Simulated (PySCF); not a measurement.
# MoN(OH)3: geometry, NMR shifts and electronic excitations

Aim: predict the NMR shifts and electronic excitations of MoN(OH)3 (`[N]#[Mo]([OH])([OH])[OH]`).

The runs use PySCF 2.14.0, with density-fitted response routines of our own; the level of theory stands in each step. All values are computed, except where a source is named. Atoms count from 0, in the outputs and in this text.

**1. Starting geometry**

8 atoms, charge 0, multiplicity 1; geometry from: GFN2-xTB.

Bonds of the start (Å): Mo0–N1 1.70, Mo0–O2 1.82, Mo0–O4 1.83, Mo0–O6 1.83, O2–H3 0.97, O4–H5 0.97, O6–H7 0.96.

**2. Relaxing the molecule at PBE0-D3(BJ)/def2-SVP**

Job settings and geometry (Å):

```
{"job": {"xc": "PBE0", "basis": "def2-SVP", "d3": "d3bj", "grid": 1, "maxiter": 40, "kind": "geom"}, "charge": 0, "multiplicity": 1}
Mo     0.007110    -0.002600    -0.058540
N      0.018860     0.028110     1.643340
O      1.723880     0.415510    -0.512740
H      2.557910     0.637110    -0.079560
O     -1.229640     1.265990    -0.502690
H     -1.823460     1.882350    -0.056260
O     -0.501690    -1.711380    -0.452390
H     -0.752970    -2.515080     0.018850
```

**Question.** This job is followed by: GIAO PBE0/pcSseg-1 Mo:def2-TZVP NMR shielding, non-relativistic, gas phase; TDDFT PBE0/def2-SVPD, vertical, gas phase, core orbitals frozen in the response; GIAO KT2/pcSseg-1 Mo:def2-TZVP NMR shielding, non-relativistic, gas phase. What will the session give for the following? point group; rotational constants (main isotopes); ¹H shifts against TMS (PBE0/def2-TZVP+pcSseg-1, means over atoms taken as alike); ¹⁵N shifts against NH3 (PBE0/def2-TZVP+pcSseg-1); ¹⁷O shifts against H2O (PBE0/def2-TZVP+pcSseg-1, means over atoms taken as alike); lowest singlet (PBE0/def2-SVPD); brightest single state of those computed; lowest triplet; vertical ionisation energy (ΔSCF); vertical electron affinity (ΔSCF); range of the shift of N1.

**Answer**, as computed:

| quantity | value |
| --- | --- |
| point group | C3v |
| rotational constants (main isotopes) | 3.67, 3.67, 2.89 GHz |
| ¹H shifts against TMS (PBE0/def2-TZVP+pcSseg-1, means over atoms taken as alike) | 9.59 ppm |
| ¹⁵N shifts against NH3 (PBE0/def2-TZVP+pcSseg-1) | 913.9 ppm |
| ¹⁷O shifts against H2O (PBE0/def2-TZVP+pcSseg-1, means over atoms taken as alike) | 274.5 ppm |
| lowest singlet (PBE0/def2-SVPD) | 5.15 eV (241 nm), f = 0.001 |
| brightest single state of those computed | state 6, 5.82 eV, f = 0.014 |
| lowest triplet | 4.56 eV |
| vertical ionisation energy (ΔSCF) | 10.71 eV |
| vertical electron affinity (ΔSCF) | -0.34 eV (unbound: the value hangs on the basis) |
| range of the shift of N1 | 773.9 to 913.9 ppm |

In words: The optimisation took 6 steps and gained 0.432 eV; among the close pairs (by a distance rule), Mo0–N1 changed most, from 1.702 to 1.625 Å. At PBE0/def2-TZVP+pcSseg-1: The widest tensor belongs to N1: span 1205 ppm, with a paramagnetic part of -980 ppm. The first singlet state (HOMO→LUMO 0.96) lies at 5.15 eV and is dark; of the 10 states computed, the strongest absorption comes from state 6 at 5.82 eV. The lowest triplet lies 0.58 eV below the lowest singlet (triplets in Tamm-Dancoff, singlets in full TDDFT). ΔSCF puts the ionisation energy at 10.71 eV, 2.03 eV above −ε(HOMO). Across the 2 runs the shift of N1 moves most, between 773.9 (KT2/def2-TZVP+pcSseg-1) and 913.9 ppm (PBE0/def2-TZVP+pcSseg-1). Spin-orbit coupling is left out, which matters for shieldings and couplings at and beside the heavy atoms.
